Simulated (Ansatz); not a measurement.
# GeH4O2 (Ge(OH)2H2): the cost of one run

Computed with Ansatz 0.2.0, Gaussian basis. Level: the settings change from run to run.

## 1. The molecule

An earlier r2SCAN-D4 in a triple-zeta def2 set relaxation fixed the geometry.

7 atoms, charge 0, spin multiplicity 1.

Atoms are counted from 1 here; the program's logs count them from 0.

Bond lengths: Ge1–O2 1.780 Å, Ge1–O4 1.775 Å, Ge1–H6 1.523 Å, Ge1–H7 1.541 Å, O2–H3 0.962 Å, O4–H5 0.963 Å. Angles: O2–Ge1–O4 109.6°, O2–Ge1–H6 108.0°, O2–Ge1–H7 108.2°, O4–Ge1–H6 104.2°, O4–Ge1–H7 110.7°, H6–Ge1–H7 115.9°, Ge1–O2–H3 112.4°, Ge1–O4–H5 112.6°.

As a file:

```xyz
7
GeH4O2
Ge   -0.28955    0.18085   -0.35823
O    -0.45230    0.46294    1.39189
H    -0.75358   -0.32009    1.86302
O     1.42793    0.03865   -0.78200
H     1.86390   -0.68652   -0.32201
H    -0.74977    1.43888   -1.08328
H    -1.04663   -1.11472   -0.70941
```

## 2. wB97M-V/def2-SVPD

Options: multiplicity 3.

in.yaml reads:

```yaml
crystal:
  periodic: [false, false, false]
  atoms:
    - {symbol: Ge, position_ang: [-0.289546, 0.180848, -0.358228]}
    - {symbol: O, position_ang: [-0.452303, 0.462936, 1.391887]}
    - {symbol: H, position_ang: [-0.753581, -0.320086, 1.863025]}
    - {symbol: O, position_ang: [1.427925, 0.038647, -0.781998]}
    - {symbol: H, position_ang: [1.863904, -0.686519, -0.322008]}
    - {symbol: H, position_ang: [-0.749767, 1.438885, -1.083276]}
    - {symbol: H, position_ang: [-1.046631, -1.114721, -0.709411]}
basis:
  gaussian: {orbitals: def2-SVPD}
magnetization: {spin_polarized: true, initial_magnetization: 2}
hamiltonian: {xc: {name: wB97M-V}}
scf: {omitted_lower_state_checks: [starts]}
```

Run with:

```bash
$ ansatz run in.yaml --threads 4 --pin off --events-out ev --progress --plain --max-ram 3916MiB
```

**Question.** How long does this run take on 4 threads of Arm Neoverse V1, shared host, and how much memory does it need?

About 23 s, with a peak of 0.68 GiB.
